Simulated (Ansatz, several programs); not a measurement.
Li2ClF, ordered on the rocksalt lattice (R-3m) with 4 atoms a cell, relaxed with r2SCAN in Ansatz (plane waves, PAW): space group R-3m (No. 166), trigonal; a = 3.288 Å, c = 15.791 Å in the conventional setting, 12.32 Å³ an atom. Around F lie 6 Li at 2.20 Å; around Cl lie 6 Li at 2.44 Å; around Li lie 3 F at 2.20 Å and 3 Cl at 2.44 Å. The cell was then scaled with its shape and fractional coordinates held, which makes it stiffer than a relaxed compression. The cell comes from a prototype generator: it can be a known phase or a hypothetical one. Spin polarisation is off.

| V (Å³/atom) | E (meV/atom) |
| --- | --- |
| 11.579 | 7.41 |
| 11.948 | 1.76 |
| 12.318 | 0.00 |
| 13.057 | 5.96 |

**Question.** Pass a cubic E = c₀ + c₁u + c₂u² + c₃u³, with u = V − 12.226 Å³, through these points.

**Answer.** c₀ = 0.10, c₁ = -2.275, c₂ = 12.749, c₃ = -1.8411 (meV and Å³).

**Question.** Where is the minimum, and what bulk modulus follows?

**Answer.** dE/du = 0 at u = +0.091, so V₀ = 12.32 Å³. B = V₀ d²E/dV² = 12.32 × (2c₂ + 6c₃u) = 12.32 × 24.493 = 302 meV/Å³, and 1 meV/Å³ is 0.16022 GPa: 48 GPa. A third-order Birch-Murnaghan fit to all five points gives 12.32 Å³ and 48 GPa.

**Question.** Predict the energy and the pressure at the withheld volume, 12.687 Å³.

**Answer.** With u = +0.461: E ≈ 1.58 meV and P = −dE/dV ≈ -1.33 GPa. The run gives 1.56 meV and, from its stress, -1.33 GPa.
